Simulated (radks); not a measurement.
# Fractional charge and spin in the 3s shell of chlorine

Aim: the energy as the spin-up occupation of 3s runs from 0 to 1 and the spin-down one from 0 to 1, against the two flat planes that join the four corners. Added charge counts from the emptiest corner (up 0, down 0).

The numbers are computed with radks (a radial shooting solver on a logarithmic mesh, Libxc functionals) version 1 (scalar-relativistic Kohn-Sham, LDA (Slater exchange, Perdew-Wang correlation), spin-polarised, spherical densities, finite nucleus), except any that are marked as measured or tabulated.

### Step 1. Starting point

| Quantity | Value |
| --- | --- |
| element | chlorine (Z = 17) |
| configuration | [Ne] 3p(up 2.5, down 2.5) 3s(up 1, down 1) |
| nuclear rms radius | 3.3654 fm |

A shell typed twice in an input gives spin up, then spin down.

### Step 2. 3s: up 1, down 1

Input:

```text
Z 17
configuration [Ne] 3p2.5 3p2.5 3s1 3s1
relativity scalar-relativistic
functional lda,pw
spin polarised
nucleus finite rms 3.3654 fm
c 137.035999084
```

### Step 3. 3s: up 1, down 0.75

Input:

```text
Z 17
configuration [Ne] 3p2.5 3p2.5 3s1 3s0.75
relativity scalar-relativistic
functional lda,pw
spin polarised
nucleus finite rms 3.3654 fm
c 137.035999084
```

### Step 4. 3s: up 1, down 0.5

Input:

```text
Z 17
configuration [Ne] 3p2.5 3p2.5 3s1 3s0.5
relativity scalar-relativistic
functional lda,pw
spin polarised
nucleus finite rms 3.3654 fm
c 137.035999084
```

### Step 5. 3s: up 1, down 0.25

Input:

```text
Z 17
configuration [Ne] 3p2.5 3p2.5 3s1 3s0.25
relativity scalar-relativistic
functional lda,pw
spin polarised
nucleus finite rms 3.3654 fm
c 137.035999084
```

### Step 6. 3s: up 1, down 0

Input:

```text
Z 17
configuration [Ne] 3p2.5 3p2.5 3s1 3s0
relativity scalar-relativistic
functional lda,pw
spin polarised
nucleus finite rms 3.3654 fm
c 137.035999084
```

### Step 7. 3s: up 0.75, down 0.75

Input:

```text
Z 17
configuration [Ne] 3p2.5 3p2.5 3s0.75 3s0.75
relativity scalar-relativistic
functional lda,pw
spin polarised
nucleus finite rms 3.3654 fm
c 137.035999084
```

### Step 8. 3s: up 0.75, down 0.5

Input:

```text
Z 17
configuration [Ne] 3p2.5 3p2.5 3s0.75 3s0.5
relativity scalar-relativistic
functional lda,pw
spin polarised
nucleus finite rms 3.3654 fm
c 137.035999084
```

### Step 9. 3s: up 0.75, down 0.25

Input:

```text
Z 17
configuration [Ne] 3p2.5 3p2.5 3s0.75 3s0.25
relativity scalar-relativistic
functional lda,pw
spin polarised
nucleus finite rms 3.3654 fm
c 137.035999084
```

### Step 10. 3s: up 0.75, down 0

Input:

```text
Z 17
configuration [Ne] 3p2.5 3p2.5 3s0.75 3s0
relativity scalar-relativistic
functional lda,pw
spin polarised
nucleus finite rms 3.3654 fm
c 137.035999084
```

### Step 11. 3s: up 0.5, down 0.5

Input:

```text
Z 17
configuration [Ne] 3p2.5 3p2.5 3s0.5 3s0.5
relativity scalar-relativistic
functional lda,pw
spin polarised
nucleus finite rms 3.3654 fm
c 137.035999084
```

### Step 12. 3s: up 0.5, down 0.25

Input:

```text
Z 17
configuration [Ne] 3p2.5 3p2.5 3s0.5 3s0.25
relativity scalar-relativistic
functional lda,pw
spin polarised
nucleus finite rms 3.3654 fm
c 137.035999084
```

### Step 13. 3s: up 0.5, down 0

Input:

```text
Z 17
configuration [Ne] 3p2.5 3p2.5 3s0.5 3s0
relativity scalar-relativistic
functional lda,pw
spin polarised
nucleus finite rms 3.3654 fm
c 137.035999084
```

### Step 14. 3s: up 0.25, down 0.25

Input:

```text
Z 17
configuration [Ne] 3p2.5 3p2.5 3s0.25 3s0.25
relativity scalar-relativistic
functional lda,pw
spin polarised
nucleus finite rms 3.3654 fm
c 137.035999084
```

### Step 15. 3s: up 0.25, down 0

Input:

```text
Z 17
configuration [Ne] 3p2.5 3p2.5 3s0.25 3s0
relativity scalar-relativistic
functional lda,pw
spin polarised
nucleus finite rms 3.3654 fm
c 137.035999084
```

### Step 16. 3s: up 0, down 0

Input:

```text
Z 17
configuration [Ne] 3p2.5 3p2.5 3s0 3s0
relativity scalar-relativistic
functional lda,pw
spin polarised
nucleus finite rms 3.3654 fm
c 137.035999084
```

**Question.** What will these runs give? Wanted: for each run, down \ up; 0; 0.25; 0.5; 0.75; 1.

As calculated:

| down \ up | 0 | 0.25 | 0.5 | 0.75 | 1 |
| --- | --- | --- | --- | --- | --- |
| 0 | 0.000 | -1.205 | -1.597 | -1.190 | 0.000 |
| 0.25 | -1.205 | -1.518 | -1.036 | 0.225 | -1.078 |
| 0.5 | -1.597 | -1.036 | 0.299 | -0.932 | -1.424 |
| 0.75 | -1.190 | 0.225 | -0.932 | -1.352 | -1.057 |
| 1 | 0.000 | -1.078 | -1.424 | -1.057 | 0.000 |

In words: The table gives the energy in eV minus the planes, whose edge runs along up + down = one added electron; mirror points follow by spin symmetry. With half an added electron in each spin it lies 0.30 eV above the planes. With half an electron added in spin up alone it lies 1.60 eV below them. The planes are only a guide here: the condition holds for ground states with one frontier orbital, and this shell lies below others.
